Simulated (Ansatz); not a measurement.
# WS2: the cost of one run

Computed with Ansatz 0.2.0 (DFT PBE, scalar-relativistic, plane waves, PAW, unless a step's input says otherwise).

The COD entry's cell or inner coordinates are ideal or old and differ from later refinements, so a difference from it is no clean test against experiment.

### 1 The structure to begin with

The structure is hexagonal, space group P6_3/mmc (No. 194). The conventional cell has a = 3.180 Å, b = 3.180 Å, c = 12.500 Å, α = 90.00°, β = 90.00°, γ = 120.00°. W (site symmetry -6m2) is surrounded by 6 S at 2.41 Å. S (site symmetry 3m) is surrounded by 3 W at 2.41 Å.

As a file:

```
CELL_PARAMETERS angstrom
9.54000 0.00000 0.00000
-4.77000 8.26188 0.00000
0.00000 0.00000 12.50000
ATOMIC_POSITIONS crystal
W 0.11111 0.22222 0.25000
W 0.11111 0.55556 0.25000
W 0.11111 0.88889 0.25000
W 0.44444 0.22222 0.25000
W 0.44444 0.55556 0.25000
W 0.44444 0.88889 0.25000
W 0.77778 0.22222 0.25000
W 0.77778 0.55556 0.25000
W 0.77778 0.88889 0.25000
W 0.22222 0.11111 0.75000
W 0.22222 0.44444 0.75000
W 0.22222 0.77778 0.75000
W 0.55556 0.11111 0.75000
W 0.55556 0.44444 0.75000
W 0.55556 0.77778 0.75000
W 0.88889 0.11111 0.75000
W 0.88889 0.44444 0.75000
W 0.88889 0.77778 0.75000
S 0.11111 0.22222 0.62500
S 0.11111 0.55556 0.62500
S 0.11111 0.88889 0.62500
S 0.44444 0.22222 0.62500
S 0.44444 0.55556 0.62500
S 0.44444 0.88889 0.62500
S 0.77778 0.22222 0.62500
S 0.77778 0.55556 0.62500
S 0.77778 0.88889 0.62500
S 0.22222 0.11111 0.12500
S 0.22222 0.44444 0.12500
S 0.22222 0.77778 0.12500
S 0.55556 0.11111 0.12500
S 0.55556 0.44444 0.12500
S 0.55556 0.77778 0.12500
S 0.88889 0.11111 0.12500
S 0.88889 0.44444 0.12500
S 0.88889 0.77778 0.12500
S 0.11111 0.22222 0.87500
S 0.11111 0.55556 0.87500
S 0.11111 0.88889 0.87500
S 0.44444 0.22222 0.87500
S 0.44444 0.55556 0.87500
S 0.44444 0.88889 0.87500
S 0.77778 0.22222 0.87500
S 0.77778 0.55556 0.87500
S 0.77778 0.88889 0.87500
S 0.22222 0.11111 0.37500
S 0.22222 0.44444 0.37500
S 0.22222 0.77778 0.37500
S 0.55556 0.11111 0.37500
S 0.55556 0.44444 0.37500
S 0.55556 0.77778 0.37500
S 0.88889 0.11111 0.37500
S 0.88889 0.44444 0.37500
S 0.88889 0.77778 0.37500
```

The runs take a perfect supercell of 54 atoms; the defect goes to fractional position (0.111, 0.222, 0.250).

### 2 The perfect supercell

Contents of input.yaml:

```yaml
crystal:
  lattice:
    - [9.54, 0.0, 0.0]
    - [-4.77, 8.261882, 0.0]
    - [0.0, 0.0, 12.5]
  atoms:
    - { symbol: W, position: [0.111111, 0.222222, 0.25] }
    - { symbol: W, position: [0.111111, 0.555556, 0.25] }
    - { symbol: W, position: [0.111111, 0.888889, 0.25] }
    - { symbol: W, position: [0.444444, 0.222222, 0.25] }
    - { symbol: W, position: [0.444444, 0.555556, 0.25] }
    - { symbol: W, position: [0.444444, 0.888889, 0.25] }
    - { symbol: W, position: [0.777778, 0.222222, 0.25] }
    - { symbol: W, position: [0.777778, 0.555556, 0.25] }
    - { symbol: W, position: [0.777778, 0.888889, 0.25] }
    - { symbol: W, position: [0.222222, 0.111111, 0.75] }
    - { symbol: W, position: [0.222222, 0.444444, 0.75] }
    - { symbol: W, position: [0.222222, 0.777778, 0.75] }
    - { symbol: W, position: [0.555556, 0.111111, 0.75] }
    - { symbol: W, position: [0.555556, 0.444444, 0.75] }
    - { symbol: W, position: [0.555556, 0.777778, 0.75] }
    - { symbol: W, position: [0.888889, 0.111111, 0.75] }
    - { symbol: W, position: [0.888889, 0.444444, 0.75] }
    - { symbol: W, position: [0.888889, 0.777778, 0.75] }
    - { symbol: S, position: [0.111111, 0.222222, 0.625] }
    - { symbol: S, position: [0.111111, 0.555556, 0.625] }
    - { symbol: S, position: [0.111111, 0.888889, 0.625] }
    - { symbol: S, position: [0.444444, 0.222222, 0.625] }
    - { symbol: S, position: [0.444444, 0.555556, 0.625] }
    - { symbol: S, position: [0.444444, 0.888889, 0.625] }
    - { symbol: S, position: [0.777778, 0.222222, 0.625] }
    - { symbol: S, position: [0.777778, 0.555556, 0.625] }
    - { symbol: S, position: [0.777778, 0.888889, 0.625] }
    - { symbol: S, position: [0.222222, 0.111111, 0.125] }
    - { symbol: S, position: [0.222222, 0.444444, 0.125] }
    - { symbol: S, position: [0.222222, 0.777778, 0.125] }
    - { symbol: S, position: [0.555556, 0.111111, 0.125] }
    - { symbol: S, position: [0.555556, 0.444444, 0.125] }
    - { symbol: S, position: [0.555556, 0.777778, 0.125] }
    - { symbol: S, position: [0.888889, 0.111111, 0.125] }
    - { symbol: S, position: [0.888889, 0.444444, 0.125] }
    - { symbol: S, position: [0.888889, 0.777778, 0.125] }
    - { symbol: S, position: [0.111111, 0.222222, 0.875] }
    - { symbol: S, position: [0.111111, 0.555556, 0.875] }
    - { symbol: S, position: [0.111111, 0.888889, 0.875] }
    - { symbol: S, position: [0.444444, 0.222222, 0.875] }
    - { symbol: S, position: [0.444444, 0.555556, 0.875] }
    - { symbol: S, position: [0.444444, 0.888889, 0.875] }
    - { symbol: S, position: [0.777778, 0.222222, 0.875] }
    - { symbol: S, position: [0.777778, 0.555556, 0.875] }
    - { symbol: S, position: [0.777778, 0.888889, 0.875] }
    - { symbol: S, position: [0.222222, 0.111111, 0.375] }
    - { symbol: S, position: [0.222222, 0.444444, 0.375] }
    - { symbol: S, position: [0.222222, 0.777778, 0.375] }
    - { symbol: S, position: [0.555556, 0.111111, 0.375] }
    - { symbol: S, position: [0.555556, 0.444444, 0.375] }
    - { symbol: S, position: [0.555556, 0.777778, 0.375] }
    - { symbol: S, position: [0.888889, 0.111111, 0.375] }
    - { symbol: S, position: [0.888889, 0.444444, 0.375] }
    - { symbol: S, position: [0.888889, 0.777778, 0.375] }
basis:
  ecutwfc: 420
  fft_grid_basis: typed
kpoints:
  mp_grid: { grid: [3, 3, 1] }
hamiltonian:
  xc: pbe
  pseudopotentials: { kind: paw }
scf:
  occupations: { method: gaussian, width: 0.05 }
output:
  forces: true
  stress: false
  eigenvalues: true
  bader: false
  write_density: true
  volumetric_format: npy
```

Command:

```sh
> ansatz run input.yaml --threads 8 --pin off --max-ram 16384MiB --backend cpu --events-out ev --progress --plain --runs-dir out
```

Q: Estimate wall time and peak memory on 8 threads of Intel Xeon Platinum 8259CL at 2.50GHz (Skylake/Cascade Lake), shared host.

About 6.6 s, with a peak of 4 GiB.
